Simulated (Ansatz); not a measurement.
# CH3AlCl2O: basis-set convergence

An exercise on one series of results from a longer session: the logs are not shown, and one member is left open.

Computed with Ansatz 0.2.0, Gaussian basis. Level: one geometry, several basis sets.

The runs, in order: PBE0-D4/def2-SVP; ωB97M-V/def2-SVP; PBE0-D4/def2-QZVPP; ωB97M-V/def2-QZVPP; the functionals' def2-TZVPP values are taken from earlier runs.

### The relaxed structure

All runs share one geometry, relaxed beforehand with PBE0-D4 in a triple-zeta def2 set.

8 atoms, charge 0, spin multiplicity 1.

Atoms are counted from 1 here; the program's logs count them from 0.

Bond lengths: C1–O2 1.402 Å, C1–H6 1.095 Å, C1–H7 1.094 Å, C1–H8 1.094 Å, O2–Al3 1.664 Å, Al3–Cl4 2.080 Å, Al3–Cl5 2.071 Å. Angles: O2–C1–H6 112.4°, O2–C1–H7 109.7°, O2–C1–H8 109.7°, H6–C1–H7 108.4°, H6–C1–H8 108.4°, H7–C1–H8 108.2°, C1–O2–Al3 136.0°, O2–Al3–Cl4 120.8°, O2–Al3–Cl5 119.1°, Cl4–Al3–Cl5 120.1°.

Set-up of the first run:

in.yaml reads:

```yaml
crystal:
  periodic: [false, false, false]
  atoms:
    - {symbol: C, position_ang: [-0.639597, 1.046229, -0.517728]}
    - {symbol: O, position_ang: [-0.579853, -0.253292, 0.004406]}
    - {symbol: Al, position_ang: [0.614853, -1.261037, 0.576082]}
    - {symbol: Cl, position_ang: [2.600614, -0.642397, 0.619133]}
    - {symbol: Cl, position_ang: [0.101155, -3.150990, 1.249117]}
    - {symbol: H, position_ang: [0.345708, 1.522491, -0.564332]}
    - {symbol: H, position_ang: [-1.292667, 1.663714, 0.105508]}
    - {symbol: H, position_ang: [-1.057915, 1.018183, -1.527887]}
basis:
  gaussian: {orbitals: def2-SVP}
hamiltonian: {xc: pbe0, dispersion: d4}
output: {orbitals: {seedname: orbitals}}
```

Started as:

```console
ansatz run in.yaml --threads 4 --pin off --events-out ev --progress --plain --max-ram 10444MiB
```

Steps of the session up to this table: PBE0-D4 in def2-SVP; ωB97M-V in def2-SVP; PBE0-D4 in def2-QZVPP; ωB97M-V in def2-QZVPP.

One of the session's tables, all rows but one given; the rest of the session is left out.

It belongs to the step «Functionals by basis». 

| functional | basis | HOMO (eV) |
| --- | --- | --- |
| PBE0-D4 | def2-SVP | -8.55 |
| PBE0-D4 | def2-TZVPP | ? |
| PBE0-D4 | def2-QZVPP | -8.70 |
| ωB97M-V | def2-SVP | -10.91 |
| ωB97M-V | def2-TZVPP | -11.07 |
| ωB97M-V | def2-QZVPP | -11.11 |

Q: Estimate the row for PBE0-D4, def2-TZVPP from the others.

As computed: HOMO (eV): -8.67. In the column «HOMO (eV)» it lies between PBE0-D4, def2-QZVPP (-8.70) and PBE0-D4, def2-SVP (-8.55).
